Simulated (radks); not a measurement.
**V in [Ar] 3d3 4s1 4f1: an all-electron calculation**

Wanted: eigenvalues, radial structure and energy terms of neutral vanadium.

The numbers are computed with radks (a radial shooting solver on a logarithmic mesh, Libxc functionals) version 1 (Dirac Kohn-Sham, LDA (Slater exchange, Perdew-Wang correlation), spin-unpolarised, spherical densities, finite nucleus; open shells fill j = l - 1/2 first), except any that are marked as measured or tabulated.

### 1 The system

| Property | Result |
| --- | --- |
| element | vanadium (Z = 23) |
| charge | 0 |
| electrons | 23 |
| configuration | [Ar] 3d3 4s1 4f1 |
| nuclear rms radius | 3.6002 fm |

### 2 The calculation

The run's settings:

```text
Z 23
configuration [Ar] 3d3 4s1 4f1
relativity Dirac
functional lda,pw
spin unpolarised
j_filling energy
nucleus finite rms 3.6002 fm
c 137.035999084
```

**Question.** What will this run give?

As calculated:

| quantity | value |
| --- | --- |
| total energy | -946.81737 hartree |
| exchange-correlation share of it | 4.54 % |
| −T/E | 1.0102 |
| highest occupied level | 4f5/2, -0.437 eV |
| most extended occupied level | 4f5/2, <r> = 17.3 bohr |
| radius at density 0.001 e/bohr³ | 4.10 bohr |
| maxima of the radial density | 4 |

What this shows: The radial density shows 4 maxima for 4 occupied principal shells. Relativity lifts −T/E to 1.010. This is not the tabulated ground configuration, so its levels and sizes aren't those of the ground state, and no measured value stands beside it.
